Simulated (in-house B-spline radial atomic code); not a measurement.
**Excited states and polarisability of Tm⁴¹⁺ by several methods**

How far do the methods of linear response differ for Tm⁴¹⁺? Each gives excitation energies, polarisability and C6.

Program: in-house B-spline radial atomic code version 1. Level of theory: linear response of a closed shell, each method with its own adiabatic kernel; non-relativistic; B-spline basis; no spin-orbit coupling, no double excitations; only terms of natural parity, (−1)^L, with L up to 3 are computed. These are calculated values, not measurements, unless marked.

## Step 1: The atom as given

| Property | Result |
| --- | --- |
| element | thulium (Z = 69) |
| charge | +41 |
| configuration | [Ar] 3d10 |
| runs | TDHF; PBE; LC-ωPBE; BHandHLYP; BLYP; CAM-B3LYP |

The outer shells:

Tm⁴¹⁺
```
[Ar] core
3d [↑↓][↑↓][↑↓][↑↓][↑↓]
```

## Step 2: TDHF

Settings, as recorded:

```ini
Z = 69
electrons = 28.0
configuration = [Ar] 3d10
hamiltonian = nr
method = hf
box_radius = 3.13
intervals = 50
```

The run is started by

```console
python run_td.py task.json out
```

The settings of every run stand in task.json; they run in order.

## Step 3: PBE

The settings differ from step 2 so:

```diff
@@ -4,3 +4,3 @@
 hamiltonian = nr
-method = hf
+method = pbe,pbe
 box_radius = 3.13
```

## Step 4: LC-ωPBE

The settings differ from step 3 so:

```diff
@@ -4,3 +4,3 @@
 hamiltonian = nr
-method = pbe,pbe
+method = lc_wpbe
 box_radius = 3.13
```

## Step 5: BHandHLYP

The settings differ from step 4 so:

```diff
@@ -4,3 +4,3 @@
 hamiltonian = nr
-method = lc_wpbe
+method = bhandhlyp
 box_radius = 3.13
```

## Step 6: BLYP

The settings differ from step 5 so:

```diff
@@ -4,3 +4,3 @@
 hamiltonian = nr
-method = bhandhlyp
+method = b88,lyp
 box_radius = 3.13
```

## Step 7: CAM-B3LYP

The settings differ from step 6 so:

```diff
@@ -4,3 +4,3 @@
 hamiltonian = nr
-method = b88,lyp
+method = camb3lyp
 box_radius = 3.13
```

Before running it: what results should come out? Wanted: for each run, threshold; 3d→4p ¹P; 3d→4p ³P, Tamm-Dancoff; α; C6.

**Answer**, as computed:

```tsv
run	threshold (eV)	3d→4p ¹P (eV)	3d→4p ³P, Tamm-Dancoff (eV)	α (bohr³)	C6 (hartree bohr⁶)	time
TDHF	3321.5	1487.4	1478.6	0.003157	0.0005643	1.2 s
PBE	3258.1	1462.2	1454.4	0.003182	0.0005703	1 s
LC-ωPBE	3263.8	1461.7	1453.9	0.003182	0.0005705	1.4 s
BHandHLYP	3290.5	1468.9	1459.4	0.003169	0.0005672	1.4 s
BLYP	3257.9	1456.6	1447.5	0.003182	0.0005703	1 s
CAM-B3LYP	3272.8	1462.9	1453.9	0.003177	0.0005690	1.6 s
```

**Reading.** α runs from 0.00316 (TDHF) to 0.00318 bohr³ (LC-ωPBE). The semilocal functionals put the threshold at 3257.9 to 3258.1 eV, under Hartree-Fock's 3321.5 eV, through self-interaction. The dearest run, CAM-B3LYP, took 1.6 times as long as PBE. Relativity is absent, so for an element this heavy the values are those of a model, not of the real ion.
